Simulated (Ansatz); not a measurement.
**Ni: a slab and its surfaces, (111), 5 layers**

Aim: cut a slab of Ni (111), 5 layers from the relaxed bulk, relax it, and get surface energy and work function. Methods of the runs shown: LAPW. Companion runs by PAW are cited. Its runs: bulk in the slab's orientation (LAPW); the reference run (LAPW); atoms relaxed (LAPW); vacuum of 11 Å (LAPW); no images along the normal (LAPW).

Program: Ansatz 0.2.0. Level of theory: DFT, PBEsol, all-electron LAPW, scalar-relativistic. These are calculated values, not measurements.

**1. The system as given**

It takes space group Fm-3m (No. 225, cubic). Conventional cell: a = 3.462 Å, b = 3.462 Å, c = 3.462 Å, α = 90.00°, β = 90.00°, γ = 90.00°. Ni (site symmetry m-3m) is surrounded by 12 Ni at 2.45 Å.

As a file:

```xyz
3
Lattice="0.0000 1.7312 -1.7312 -1.7312 0.0000 1.7312 3.4624 3.4624 3.4624" Properties=species:S:1:pos:R:3 pbc="T T T"
Ni    0.0000    0.0000    0.0000
Ni    0.0000    1.7312    1.7312
Ni    1.7312    3.4624    1.7312
```

Atoms are numbered in the order of the input: Ni1, Ni2, Ni3.

**2. Bulk in the slab's orientation, LAPW**

Input file input.yaml:

```yaml
crystal:
  lattice:
    - [0.0, 1.731212522, -1.731212522]
    - [-1.731212522, 0.0, 1.731212522]
    - [3.462425044, 3.462425044, 3.462425044]
  atoms:
    - { symbol: Ni, position: [0.0, 0.0, 0.0], spin: 1.0 }
    - { symbol: Ni, position: [0.333333333, 0.666666667, 0.333333333], spin: 1.0 }
    - { symbol: Ni, position: [0.666666667, 0.333333333, 0.666666667], spin: 1.0 }
magnetization:
  spin_polarized: true
kpoints:
  mp_grid: { grid: [15, 15, 6] }
scf:
  occupations: { method: fermi_dirac, width: 0.05 }
hamiltonian:
  xc: pbesol
  pseudopotentials: { kind: all_electron, lapw: { basis_error: 0.001 } }
output:
  forces: true
  stress: true
  eigenvalues: true
```

The run is started by

```
ansatz run input.yaml --threads 3 --pin off --max-ram 9216MiB --backend cpu --events-out ev --progress --plain --runs-dir out
```

After this run come: Slab as cut, LAPW; Atoms relaxed, LAPW; Vacuum of 11 Å, LAPW; No images along the normal, LAPW.

What does the calculation give? Wanted: surface energy; work function; outer layer spacing (for each run or level that gives them).

As calculated:

| quantity | value |
| --- | --- |
| surface energy (LAPW, relaxed) | 2.32 J/m² |
| work function (LAPW, relaxed) | 5.23 eV |
| outer layer spacing (LAPW) | 2.00 → 1.97 Å |
| surface energy (PAW, relaxed) | 2.32 J/m² |
| work function (PAW, relaxed) | 5.23 eV |
| outer layer spacing (PAW) | 2.00 → 1.97 Å |

What this shows: By LAPW the surface costs 2.32 J/m² as cut and 2.32 J/m² relaxed. The outermost spacing changes by -1.3 % (LAPW). Vacuum of 11 Å moves the work function by less than 0.01 eV (LAPW). The outermost spacing changes by -1.3 % (PAW). Vacuum of 11 Å moves the work function by less than 0.01 eV (PAW). Thickness wasn't converged, and no reconstruction was sought. Other magnetic orders may lie lower; this is the state that the run reached. The program warned that the vacuum holds more density than its bound, so energies and levels may be slightly off.
